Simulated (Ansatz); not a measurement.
# WCl+ (triplet): the correlation ladder, def2-SVP

An exercise on one series of results from a longer session: the logs are not shown, and one member is left open.

Computed with Ansatz 0.2.0, Gaussian basis. Level: def2-SVP, core rule «outside noble gas», up to 9 orbitals frozen.

Plan: UHF; CCSD(T) on ROHF; CCSD(T) on UHF; CISD as a restricted active space (open shells left free, so some higher excitations enter); CCSDT(Q) on UHF; CASSCF and MRCISD+Q, 12 electrons in 10 orbitals; CASSCF and NEVPT2, 12 electrons in 10 orbitals.

10 further runs of the same task are left out: 3 that didn't finish, 7 set aside as unsound or not needed. Runs told in other sessions of the task aren't counted.

## The system

The geometry is a PBE0/def2-TZVP stationary point (not a proven minimum). No spin-orbit coupling is included. Elements past krypton take def2 core potentials.

2 atoms, charge 1, spin multiplicity 3.

Atoms are counted from 1 here; the program's logs count them from 0.

Bond lengths: W1–Cl2 2.143 Å.

The first run:

Contents of in.yaml:

```yaml
crystal:
  periodic: [false, false, false]
  atoms:
    - {symbol: W, position_ang: [0.000000, 0.000000, 0.000000]}
    - {symbol: Cl, position_ang: [0.000000, 0.000000, 2.142800]}
basis:
  gaussian: {orbitals: def2-SVP}
total_charge: 1
magnetization: {spin_polarized: true, initial_magnetization: 2}
hamiltonian: {xc: hf}
output: {orbitals: {seedname: orbitals}}
```

Started as:

```bash
$ ansatz run in.yaml --threads 1 --pin off --events-out ev --progress --plain --max-ram 2393MiB
```

Among the steps run: UHF; CCSD(T) on ROHF; CCSD(T) on UHF; CISD as a restricted active space (open shells left free, so some higher excitations enter); CCSDT(Q) on UHF; CASSCF and MRCISD+Q, 12 electrons in 10 orbitals; CASSCF and NEVPT2, 12 electrons in 10 orbitals.

One of the session's tables, all rows but one given; the rest of the session is left out.

| method | from UCCSDT(Q) (kcal/mol) |
| --- | --- |
| ROHF | ? |
| UHF | +168.67 |
| RMP2 | +51.92 |
| UMP2 | +39.45 |
| RCCSD | +37.07 |
| UCCSD | +17.36 |
| RCCSD(T) | +29.29 |
| UCCSD(T) | +5.17 |
| UCCSDT | +1.73 |
| UCCSDT(Q) | 0 |
| CASSCF valence | +153.40 |
| NEVPT2 valence | +54.98 |
| MRCISD valence | +37.87 |
| MRCISD+Q valence | +28.80 |

Estimate the missing values for ROHF.

As computed: from UCCSDT(Q) (kcal/mol): +190.00. In the column «from UCCSDT(Q) (kcal/mol)» it is the highest.

Not comparable, so not listed: CISD as a restricted active space (open shells left free, so some higher excitations enter) (they don't share determinant, frozen orbitals or solution with the rows shown, or repeat one).

To keep in mind: The determinant of HF (⟨S²⟩ 2.99) is far from a pure spin state, so its energy mixes those of several spin states; that is harmless only where they are near-degenerate. The determinant of CCSD(T) (⟨S²⟩ 2.99) is far from a pure spin state, so its energy mixes those of several spin states; high orders of coupled cluster remove much of that, low ones don't. The determinant of CCSDT(Q) (⟨S²⟩ 2.99) is far from a pure spin state, so its energy mixes those of several spin states; high orders of coupled cluster remove much of that, low ones don't. The program flags UCCSD(T), UCCSDT(Q) as in doubt, so the zero of the table is itself unsure. Warnings: spin contamination; coupled cluster took another determinant than the lowest; large T1 diagnostic. Restricted and unrestricted rows rest on different reference determinants; a gap between their highest levels can come from leftover correlation error, from unlike frozen cores or from another state.
